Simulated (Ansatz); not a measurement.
# BFH₂OSi: an energy map over angle F1–Si2–O4 and angle H6–B3–O4

Aim: map the energy of BFH2OSi, SMILES F[SiH]1BO1 over two coordinates, and find its wells, ridges and stiffness.

The runs use Ansatz 0.2.0; RHF/def2-SVP.

## Step 1: Starting geometry

SMILES `F[SiH]1BO1`, 6 atoms, charge 0, spin multiplicity 1.

Atoms are counted from 1 here; the program's logs count them from 0.

Bond lengths: F1–Si2 1.636 Å, Si2–B3 1.914 Å, Si2–O4 1.797 Å, Si2–H5 1.494 Å, B3–O4 1.351 Å, B3–H6 1.210 Å. Angles: F1–Si2–B3 122.4°, F1–Si2–O4 111.0°, F1–Si2–H5 106.3°, B3–Si2–O4 42.6°, B3–Si2–H5 129.2°, O4–Si2–H5 109.0°, Si2–B3–O4 64.1°, Si2–B3–H6 163.7°, O4–B3–H6 132.2°, Si2–O4–B3 73.4°.

As a file:

```xyz
6
BFH2OSi
F    -1.79550   -0.57382   -0.93564
Si   -0.41435    0.24168   -0.61320
B     0.48714    0.10569    1.06985
O     0.80547   -0.83316    0.15159
H     0.11104    0.71348   -1.93003
H     0.84821    0.28203    2.21133
```

This geometry comes from a loose relaxation at PBE in a small basis, which is not shown.

## Step 2: Geometry optimisation

Contents of input.yaml:

```yaml
crystal:
  periodic: [false, false, false]
  atoms:
    - { symbol: F, position_ang: [-1.795502, -0.573817, -0.935636] }
    - { symbol: Si, position_ang: [-0.414354, 0.241681, -0.613202] }
    - { symbol: B, position_ang: [0.487141, 0.105689, 1.06985] }
    - { symbol: O, position_ang: [0.80547, -0.833163, 0.151586] }
    - { symbol: H, position_ang: [0.111036, 0.713477, -1.930025] }
    - { symbol: H, position_ang: [0.848209, 0.282032, 2.211328] }
basis:
  gaussian: { orbitals: def2-SVP }
hamiltonian:
  xc: hf
output:
  forces: true
relax:
  f_tol: 0.003
  max_steps: 120
```

Command:

```sh
ansatz run input.yaml --threads 1 --pin off --max-ram 2560MiB --backend cpu --events-out ev --progress --plain --runs-dir out
```

Standard output, cut to the lines that bear on the results:

```text
Warning: RAYON_NUM_THREADS=1 ignored (pool sized by the plan → 1); use --threads N
[...]
Functional definition: HF
[...]
718 factors; integrals over basis functions are off by at most 3.9e-4 eV
[...]
mean field -13303.38939923 eV, -488.8905430604 hartree, gradient 1.4e-5 eV, S^2 0.000000; 0 other end points of the search recorded, 0 dependent functions left out
[...]
reference -13303.38939923 eV, -488.8905430604 hartree; 19, 19 occupied and 51, 51 virtual orbitals, 718 factors
relax step   1: F+E_penalty+E_count = -13303.38939923 eV  Δ(F+E_penalty+E_count) = +0.000e0 eV  max|allowed force component| = 1.821e0 eV/Å  Δτ_max = 0.0000 Å  (36 SCF iters, accepted)
[...]
relax step   3: F+E_penalty+E_count = -13303.51102400 eV  Δ(F+E_penalty+E_count) = -3.498e-2 eV  max|allowed force component| = 3.349e-1 eV/Å  Δτ_max = 0.0336 Å  (36 SCF iters, accepted)
[...]
relax step   5: F+E_penalty+E_count = -13303.50474957 eV  Δ(F+E_penalty+E_count) = +9.508e-3 eV  max|allowed force component| = 3.241e-1 eV/Å  Δτ_max = 0.0436 Å  (36 SCF iters, rejected (line search))
[...]
relax step   7: F+E_penalty+E_count = -13303.51647608 eV  Δ(F+E_penalty+E_count) = -2.218e-3 eV  max|allowed force component| = 2.961e-2 eV/Å  Δτ_max = 0.0107 Å  (36 SCF iters, accepted)
[...]
relax step   9: F+E_penalty+E_count = -13303.51661894 eV  Δ(F+E_penalty+E_count) = -1.053e-5 eV  max|allowed force component| = 1.225e-2 eV/Å  Δτ_max = 0.0015 Å  (27 SCF iters, accepted)
[...]
relax step  10: F+E_penalty+E_count = -13303.51661896 eV  Δ(F+E_penalty+E_count) = -2.506e-8 eV  max|allowed force component| = 7.604e-3 eV/Å  Δτ_max = 0.0009 Å  (26 SCF iters, accepted)
[...]
relax step  11: F+E_penalty+E_count = -13303.51662236 eV  Δ(F+E_penalty+E_count) = -3.400e-6 eV  max|allowed force component| = 1.837e-3 eV/Å  Δτ_max = 0.0006 Å  (23 SCF iters, accepted)
718 factors; integrals over basis functions are off by at most 3.5e-4 eV
mean field -13303.51662236 eV, -488.8952184244 hartree, gradient 8.4e-5 eV, S^2 0.000000; 1 other end points of the search recorded, 0 dependent functions left out
[...]
reference -13303.51662236 eV, -488.8952184244 hartree; 19, 19 occupied and 51, 51 virtual orbitals, 718 factors
Total energy: -13303.51662236 eV, -488.8952184244 hartree
Atom 0 at    -1.762118    -0.557078    -0.930650 Å, force     0.000328     0.000339     0.000310 eV/Å
Atom 1 at    -0.375731     0.185214    -0.621184 Å, force    -0.001499     0.000002    -0.001837 eV/Å
Atom 2 at     0.475748     0.117333     1.063135 Å, force     0.000506     0.000009     0.000716 eV/Å
Atom 3 at     0.763905    -0.826476     0.158177 Å, force     0.000891    -0.000986     0.001000 eV/Å
Atom 4 at     0.089344     0.731810    -1.895267 Å, force    -0.000078     0.000558    -0.000066 eV/Å
Atom 5 at     0.850851     0.285096     2.179689 Å, force    -0.000148     0.000079    -0.000123 eV/Å
Dipole moment:     0.092157     0.375538     0.002417 e Å
```

Wall time 24 s (1 thread of Arm Neoverse N1, shared host); peak memory 0.14 GiB.

Relaxation path: (the energy doesn't fall at every step)

```
step  energy from step 1 (eV)  largest force component (eV/Å)
   1                   0.0000                          1.8208
   2                  -0.0866                          0.7702
   3                  -0.1216                          0.3349
   4                  -0.1249                          0.2289
   5                  -0.1154                          0.3241
   6                  -0.1243                          0.1601
   7                  -0.1271                          0.0296
   8                  -0.1272                          0.0088
   9                  -0.1272                          0.0123
  10                  -0.1272                          0.0076
  11                  -0.1272                          0.0018
```

Distances of close pairs at the start and the end, largest changes first:

```
  bond  before (Å)  after (Å)  change (Å)
Si2–O4       1.797      1.712      -0.085
F1–Si2       1.636      1.603      -0.033
Si2–H5       1.494      1.462      -0.032
Si2–B3       1.914      1.889      -0.026
 B3–H6       1.210      1.190      -0.020
 B3–O4       1.351      1.339      -0.012
```

## Step 3: Plan of the scan

The axes are (1) angle F1–Si2–O4: 15 values from 88.0 to 138.0 °; (2) angle H6–B3–O4: 15 values from 96.7 to 166.7 °.

Nothing else is relaxed (all other coordinates rigid). Energies count from the relaxed molecule at the same level. Points are written as (first, second).

Of the runs on the grid, 3 are shown in the steps below; the others differ only in the two coordinates.

## Step 4: The run at (95.1°, 146.7°)

Contents of input.yaml:

```yaml
crystal:
  periodic: [false, false, false]
  atoms:
    - { symbol: F, position_ang: [-1.519983, -0.93332, -0.712854] }
    - { symbol: Si, position_ang: [-0.375731, 0.185214, -0.621184] }
    - { symbol: B, position_ang: [0.475748, 0.117333, 1.063135] }
    - { symbol: O, position_ang: [0.763905, -0.826476, 0.158177] }
    - { symbol: H, position_ang: [0.089344, 0.73181, -1.895267] }
    - { symbol: H, position_ang: [0.663212, 0.530835, 2.162869] }
basis:
  gaussian: { orbitals: def2-SVP }
hamiltonian:
  xc: hf
output:
  forces: true
```

Command:

```sh
ansatz run input.yaml --threads 1 --pin off --max-ram 2560MiB --backend cpu --events-out ev --progress --plain --runs-dir out
```

Standard output, cut to the lines that bear on the results:

```text
Warning: RAYON_NUM_THREADS=1 ignored (pool sized by the plan → 1); use --threads N
[...]
Functional definition: HF
[...]
666 factors; integrals over basis functions are off by at most 1.1e-3 eV
[...]
mean field -13303.08174847 eV, -488.8792371037 hartree, gradient 2.1e-5 eV, S^2 0.000000; 0 other end points of the search recorded, 0 dependent functions left out
[...]
reference -13303.08174847 eV, -488.8792371037 hartree; 19, 19 occupied and 51, 51 virtual orbitals, 666 factors
Total energy: -13303.08174847 eV, -488.8792371037 hartree
Atom 0 at    -1.519983    -0.933320    -0.712854 Å, force    -1.051427     0.425263    -0.951856 eV/Å
Atom 1 at    -0.375731     0.185214    -0.621184 Å, force    -0.061867    -0.645485     0.178418 eV/Å
Atom 2 at     0.475748     0.117333     1.063135 Å, force    -0.338623     0.233451    -0.528963 eV/Å
Atom 3 at     0.763905    -0.826476     0.158177 Å, force     1.288074     0.785761     1.454818 eV/Å
Atom 4 at     0.089344     0.731810    -1.895267 Å, force    -0.319569    -0.193016    -0.251871 eV/Å
Atom 5 at     0.663212     0.530835     2.162869 Å, force     0.483412    -0.605974     0.099454 eV/Å
Dipole moment:     0.071689     0.511186    -0.018586 e Å
```

Run time: 1.2 s. Hardware: 1 thread of Arm Neoverse N1, shared host; peak memory 0.097 GiB.

On the map this point reads 42 kJ/mol.

## Step 5: The run at (113.0°, 131.7°)

Contents of input.yaml:

```yaml
crystal:
  periodic: [false, false, false]
  atoms:
    - { symbol: F, position_ang: [-1.762505, -0.556167, -0.931098] }
    - { symbol: Si, position_ang: [-0.375731, 0.185214, -0.621184] }
    - { symbol: B, position_ang: [0.475748, 0.117333, 1.063135] }
    - { symbol: O, position_ang: [0.763905, -0.826476, 0.158177] }
    - { symbol: H, position_ang: [0.089344, 0.73181, -1.895267] }
    - { symbol: H, position_ang: [0.851396, 0.284313, 2.179624] }
basis:
  gaussian: { orbitals: def2-SVP }
hamiltonian:
  xc: hf
output:
  forces: true
```

Command:

```sh
ansatz run input.yaml --threads 1 --pin off --max-ram 2560MiB --backend cpu --events-out ev --progress --plain --runs-dir out
```

Standard output, cut to the lines that bear on the results:

```text
Warning: RAYON_NUM_THREADS=1 ignored (pool sized by the plan → 1); use --threads N
[...]
Functional definition: HF
[...]
666 factors; integrals over basis functions are off by at most 1.1e-3 eV
[...]
mean field -13303.51658689 eV, -488.8952171206 hartree, gradient 1.8e-5 eV, S^2 0.000000; 0 other end points of the search recorded, 0 dependent functions left out
[...]
reference -13303.51658689 eV, -488.8952171206 hartree; 19, 19 occupied and 51, 51 virtual orbitals, 666 factors
Total energy: -13303.51658689 eV, -488.8952171206 hartree
Atom 0 at    -1.762505    -0.556167    -0.931098 Å, force     0.001220    -0.001134     0.002164 eV/Å
Atom 1 at    -0.375731     0.185214    -0.621184 Å, force    -0.000844     0.001637    -0.002368 eV/Å
Atom 2 at     0.475748     0.117333     1.063135 Å, force     0.002153    -0.001600     0.002220 eV/Å
Atom 3 at     0.763905    -0.826476     0.158177 Å, force    -0.001770    -0.002146    -0.002754 eV/Å
Atom 4 at     0.089344     0.731810    -1.895267 Å, force     0.000847     0.000919     0.000478 eV/Å
Atom 5 at     0.851396     0.284313     2.179624 Å, force    -0.001606     0.002323     0.000260 eV/Å
Dipole moment:     0.092105     0.375221     0.002424 e Å
```

Wall time 1.1 s (1 thread of Arm Neoverse N1, shared host); peak memory 0.097 GiB.

On the map this point reads 0 kJ/mol.

## Step 6: Point (120.1°, 161.7°)

Contents of input.yaml:

```yaml
crystal:
  periodic: [false, false, false]
  atoms:
    - { symbol: F, position_ang: [-1.822405, -0.384381, -1.010455] }
    - { symbol: Si, position_ang: [-0.375731, 0.185214, -0.621184] }
    - { symbol: B, position_ang: [0.475748, 0.117333, 1.063135] }
    - { symbol: O, position_ang: [0.763905, -0.826476, 0.158177] }
    - { symbol: H, position_ang: [0.089344, 0.73181, -1.895267] }
    - { symbol: H, position_ang: [0.462253, 0.749177, 2.071169] }
basis:
  gaussian: { orbitals: def2-SVP }
hamiltonian:
  xc: hf
output:
  forces: true
```

Command:

```sh
ansatz run input.yaml --threads 1 --pin off --max-ram 2560MiB --backend cpu --events-out ev --progress --plain --runs-dir out
```

Standard output, cut to the lines that bear on the results:

```text
Warning: RAYON_NUM_THREADS=1 ignored (pool sized by the plan → 1); use --threads N
[...]
Functional definition: HF
[...]
667 factors; integrals over basis functions are off by at most 9.1e-4 eV
[...]
mean field -13302.88257619 eV, -488.8719176573 hartree, gradient 1.5e-5 eV, S^2 0.000000; 0 other end points of the search recorded, 0 dependent functions left out
[...]
reference -13302.88257619 eV, -488.8719176573 hartree; 19, 19 occupied and 51, 51 virtual orbitals, 667 factors
Total energy: -13302.88257619 eV, -488.8719176573 hartree
Atom 0 at    -1.822405    -0.384381    -1.010455 Å, force    -0.063745    -0.590209     0.144506 eV/Å
Atom 1 at    -0.375731     0.185214    -0.621184 Å, force    -0.473303     1.116249    -0.685172 eV/Å
Atom 2 at     0.475748     0.117333     1.063135 Å, force    -1.692280     1.573423    -1.058035 eV/Å
Atom 3 at     0.763905    -0.826476     0.158177 Å, force     0.720428    -0.771305     0.942704 eV/Å
Atom 4 at     0.089344     0.731810    -1.895267 Å, force     0.316470    -0.177540    -0.077963 eV/Å
Atom 5 at     0.462253     0.749177     2.071169 Å, force     1.192429    -1.150618     0.733961 eV/Å
Dipole moment:     0.184991     0.256819     0.160725 e Å
```

It took 1.1 s on 1 thread of Arm Neoverse N1, shared host; peak memory 0.096 GiB.

That is 61 kJ/mol from the zero.

## Step 7: The map

225 points were computed. Energies in kJ/mol, from the relaxed molecule at the same level:

```csv
"angle H6–B3–O4 (°) ↓, angle F1–Si2–O4 (°) →",88.0,91.5,95.1,98.7,102.2,105.8,109.4,113.0,116.5,120.1,123.7,127.2,130.8,134.4,138.0
166.7,127,110,96,86,79,75,73,73,76,81,87,96,106,118,132
161.7,110,92,78,68,61,56,54,54,57,61,68,76,86,98,111
156.7,96,78,63,53,45,40,38,38,40,44,51,59,69,80,94
151.7,84,66,51,40,32,27,25,24,26,30,37,44,54,66,79
146.7,75,57,42,31,23,17,14,14,16,19,25,33,42,54,67
141.7,70,51,36,24,16,10,7,6,8,11,17,24,34,45,58
136.7,67,48,32,20,12,6,2,2,3,6,12,19,28,39,52
131.7,67,48,32,20,11,5,1,0,1,4,10,17,26,37,49
126.7,71,51,35,22,13,7,3,2,3,6,11,18,27,37,50
121.7,78,58,41,28,19,12,8,7,7,10,15,22,31,41,54
116.7,88,68,51,38,28,21,17,15,16,18,23,30,38,49,61
111.7,102,81,64,51,41,34,29,27,28,30,35,41,50,60,73
106.7,119,98,81,68,58,50,46,44,44,46,51,57,65,76,88
101.7,141,120,103,89,79,71,66,64,64,67,71,77,86,96,108
96.7,168,146,129,115,105,97,92,90,90,92,96,102,111,121,133
```

On the same grid, dipole moment (D):

```csv
"angle H6–B3–O4 (°) ↓, angle F1–Si2–O4 (°) →",88.0,91.5,95.1,98.7,102.2,105.8,109.4,113.0,116.5,120.1,123.7,127.2,130.8,134.4,138.0
166.7,2.63,2.56,2.47,2.37,2.28,2.18,2.07,1.97,1.87,1.77,1.68,1.60,1.52,1.47,1.42
161.7,2.63,2.54,2.45,2.35,2.25,2.14,2.03,1.92,1.81,1.71,1.61,1.52,1.44,1.38,1.33
156.7,2.64,2.55,2.44,2.34,2.23,2.11,1.99,1.87,1.76,1.64,1.54,1.44,1.35,1.28,1.23
151.7,2.66,2.56,2.46,2.34,2.22,2.10,1.97,1.84,1.72,1.59,1.48,1.37,1.27,1.19,1.13
146.7,2.70,2.60,2.48,2.36,2.23,2.10,1.96,1.82,1.69,1.55,1.42,1.31,1.20,1.10,1.04
141.7,2.76,2.64,2.52,2.39,2.26,2.11,1.97,1.82,1.68,1.53,1.39,1.26,1.13,1.03,0.94
136.7,2.82,2.70,2.57,2.43,2.29,2.14,1.99,1.83,1.68,1.52,1.37,1.22,1.08,0.96,0.86
131.7,2.89,2.77,2.63,2.49,2.34,2.18,2.02,1.86,1.69,1.53,1.36,1.20,1.05,0.91,0.79
126.7,2.97,2.84,2.70,2.55,2.39,2.23,2.06,1.89,1.72,1.54,1.36,1.19,1.03,0.87,0.73
121.7,3.04,2.91,2.76,2.61,2.45,2.28,2.10,1.92,1.75,1.56,1.38,1.20,1.01,0.84,0.69
116.7,3.11,2.97,2.82,2.66,2.50,2.32,2.14,1.96,1.78,1.58,1.39,1.20,1.01,0.83,0.66
111.7,3.17,3.03,2.88,2.71,2.54,2.37,2.18,1.99,1.80,1.61,1.41,1.21,1.01,0.82,0.63
106.7,3.23,3.08,2.92,2.75,2.58,2.40,2.21,2.02,1.83,1.63,1.42,1.22,1.02,0.81,0.62
101.7,3.27,3.12,2.96,2.79,2.62,2.43,2.24,2.04,1.85,1.64,1.44,1.23,1.02,0.81,0.61
96.7,3.30,3.15,2.99,2.82,2.64,2.45,2.26,2.06,1.87,1.66,1.45,1.24,1.03,0.81,0.60
```

The largest force on an atom (eV/Å) at each point:

| angle H6–B3–O4 (°) ↓, angle F1–Si2–O4 (°) → | 88.0 | 91.5 | 95.1 | 98.7 | 102.2 | 105.8 | 109.4 | 113.0 | 116.5 | 120.1 | 123.7 | 127.2 | 130.8 | 134.4 | 138.0 |
| --- | --- | --- | --- | --- | --- | --- | --- | --- | --- | --- | --- | --- | --- | --- | --- |
| 166.7 | 3.65 | 3.16 | 2.76 | 2.42 | 2.25 | 2.38 | 2.51 | 2.62 | 2.73 | 2.84 | 2.93 | 3.02 | 3.10 | 3.18 | 3.25 |
| 161.7 | 3.52 | 3.03 | 2.62 | 2.28 | 2.01 | 2.09 | 2.22 | 2.33 | 2.44 | 2.54 | 2.64 | 2.72 | 2.80 | 2.88 | 2.95 |
| 156.7 | 3.37 | 2.88 | 2.46 | 2.12 | 1.84 | 1.76 | 1.88 | 1.99 | 2.10 | 2.20 | 2.29 | 2.38 | 2.46 | 2.53 | 2.60 |
| 151.7 | 3.21 | 2.71 | 2.29 | 1.93 | 1.65 | 1.42 | 1.51 | 1.62 | 1.73 | 1.83 | 1.92 | 2.00 | 2.08 | 2.16 | 2.37 |
| 146.7 | 3.03 | 2.53 | 2.10 | 1.74 | 1.44 | 1.19 | 1.12 | 1.23 | 1.33 | 1.43 | 1.52 | 1.60 | 1.75 | 2.02 | 2.28 |
| 141.7 | 2.84 | 2.33 | 1.90 | 1.53 | 1.22 | 0.96 | 0.75 | 0.82 | 0.92 | 1.02 | 1.11 | 1.37 | 1.64 | 1.92 | 2.19 |
| 136.7 | 2.65 | 2.13 | 1.69 | 1.31 | 0.99 | 0.71 | 0.48 | 0.41 | 0.51 | 0.69 | 0.97 | 1.25 | 1.53 | 1.82 | 2.09 |
| 131.7 | 2.49 | 1.97 | 1.52 | 1.14 | 0.82 | 0.52 | 0.26 | 0.00 | 0.27 | 0.56 | 0.85 | 1.14 | 1.43 | 1.72 | 2.00 |
| 126.7 | 2.51 | 1.99 | 1.54 | 1.16 | 0.91 | 0.67 | 0.51 | 0.41 | 0.49 | 0.64 | 0.79 | 1.03 | 1.33 | 1.63 | 1.92 |
| 121.7 | 2.53 | 2.01 | 1.56 | 1.28 | 1.12 | 1.00 | 0.89 | 0.79 | 0.85 | 0.98 | 1.12 | 1.24 | 1.35 | 1.54 | 1.84 |
| 116.7 | 2.55 | 2.03 | 1.74 | 1.60 | 1.48 | 1.36 | 1.26 | 1.17 | 1.25 | 1.38 | 1.50 | 1.61 | 1.71 | 1.81 | 1.89 |
| 111.7 | 2.57 | 2.20 | 2.06 | 1.93 | 1.81 | 1.70 | 1.61 | 1.56 | 1.69 | 1.81 | 1.93 | 2.03 | 2.13 | 2.22 | 2.30 |
| 106.7 | 2.62 | 2.48 | 2.35 | 2.23 | 2.12 | 2.02 | 1.92 | 2.04 | 2.17 | 2.29 | 2.41 | 2.51 | 2.60 | 2.69 | 2.76 |
| 101.7 | 2.86 | 2.73 | 2.60 | 2.49 | 2.38 | 2.35 | 2.44 | 2.58 | 2.71 | 2.83 | 2.94 | 3.04 | 3.13 | 3.22 | 3.29 |
| 96.7 | 3.05 | 2.92 | 2.89 | 2.88 | 2.87 | 2.87 | 3.02 | 3.17 | 3.30 | 3.43 | 3.54 | 3.64 | 3.73 | 3.81 | 3.89 |

## Step 8: What came out

| quantity | value |
| --- | --- |
| lowest point | (113.0°, 131.7°), 0 kJ/mol |
| highest computed point | (88.0°, 96.7°), 168 kJ/mol above the lowest |
| dipole moment (D) | 0.60 at (138.0°, 96.7°) to 3.30 at (88.0°, 96.7°); 1.86 at the lowest point |
| largest force on an atom (eV/Å) | 0.00 at (113.0°, 131.7°) to 3.89 at (138.0°, 96.7°); 0.00 at the lowest point |
| time for the whole task | 5.2 min on 1 thread, shared host |

What this shows: The lowest computed point is at (113.0°, 131.7°), 0 kJ/mol from the relaxed molecule at the same level. No other kind of well shows on this grid. The highest computed point, (88.0°, 96.7°), lies 168 kJ/mol above the lowest. Round the minimum the two coordinates are nearly uncoupled.
